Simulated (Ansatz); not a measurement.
# CH₅F₂NZr: small, medium and large basis sets

The task here is to estimate one member of a computed series from the others.

The runs use Ansatz 0.2.0, Gaussian basis; one geometry, several basis sets.

Plan: PBE0-D4/def2-SVP; ωB97M-V/def2-SVP; PBE0-D4/def2-QZVPP; ωB97M-V/def2-QZVPP; the functionals' def2-TZVPP values are taken from earlier runs.

**The geometry**

The geometry comes from an earlier relaxation with PBE0-D4 in a triple-zeta def2 set; it is a stationary point, not always the lowest conformer. Zr takes the def2 core potential; no spin-orbit term is included.

SMILES `[CH3][Zr]([NH2])([F])[F]`, 10 atoms, charge 0, spin multiplicity 1.

Atoms are counted from 1 here; the program's logs count them from 0.

Bond lengths: C1–Zr2 2.220 Å, C1–H6 1.097 Å, C1–H7 1.095 Å, C1–H8 1.095 Å, Zr2–N3 2.018 Å, Zr2–F4 1.909 Å, Zr2–F5 1.909 Å, N3–H9 1.012 Å, N3–H10 1.012 Å. Angles: Zr2–C1–H6 110.3°, Zr2–C1–H7 111.7°, Zr2–C1–H8 111.7°, H6–C1–H7 107.7°, H6–C1–H8 107.8°, H7–C1–H8 107.5°, C1–Zr2–N3 105.0°, C1–Zr2–F4 105.8°, C1–Zr2–F5 105.8°, N3–Zr2–F4 110.8°, N3–Zr2–F5 110.8°, F4–Zr2–F5 117.7°, Zr2–N3–H9 125.7°, Zr2–N3–H10 125.7°, H9–N3–H10 108.5°.

As a file:

```
C    -1.53259   -0.40622    0.20363
Zr    0.28491    0.57312   -0.61125
N     1.81109   -0.15469    0.49080
F     0.41983   -0.01049   -2.42390
F     0.05305    2.44169   -0.29628
H    -2.42320   -0.06522   -0.33863
H    -1.48149   -1.49621    0.10966
H    -1.67722   -0.17271    1.26380
H     2.17986    0.26109    1.33617
H     2.36575   -0.97036    0.26600
```

Set-up of the first run:

The input, in.yaml:

```yaml
crystal:
  periodic: [false, false, false]
  atoms:
    - {symbol: C, position_ang: [-1.532590, -0.406221, 0.203630]}
    - {symbol: Zr, position_ang: [0.284911, 0.573115, -0.611251]}
    - {symbol: N, position_ang: [1.811090, -0.154690, 0.490801]}
    - {symbol: F, position_ang: [0.419834, -0.010492, -2.423896]}
    - {symbol: F, position_ang: [0.053047, 2.441691, -0.296284]}
    - {symbol: H, position_ang: [-2.423199, -0.065216, -0.338629]}
    - {symbol: H, position_ang: [-1.481491, -1.496211, 0.109662]}
    - {symbol: H, position_ang: [-1.677222, -0.172710, 1.263798]}
    - {symbol: H, position_ang: [2.179859, 0.261094, 1.336168]}
    - {symbol: H, position_ang: [2.365751, -0.970359, 0.266004]}
basis:
  gaussian: {orbitals: def2-SVP}
hamiltonian: {xc: pbe0, dispersion: d4}
output: {orbitals: {seedname: orbitals}}
```

Steps of the session up to this table: PBE0-D4 in def2-SVP; ωB97M-V in def2-SVP; PBE0-D4 in def2-QZVPP; ωB97M-V in def2-QZVPP.

One table of the session follows, with a row left open; its other results are not shown here.

It belongs to the step «Functionals by basis». 

| functional | basis | HOMO (eV) |
| --- | --- | --- |
| PBE0-D4 | def2-SVP | ? |
| PBE0-D4 | def2-TZVPP | -7.67 |
| PBE0-D4 | def2-QZVPP | -7.68 |
| ωB97M-V | def2-SVP | -9.88 |
| ωB97M-V | def2-TZVPP | -9.97 |
| ωB97M-V | def2-QZVPP | -9.98 |

Q: Estimate the row for PBE0-D4, def2-SVP from the others.

The run gave: HOMO (eV): -7.59. In the column «HOMO (eV)» it is the highest.
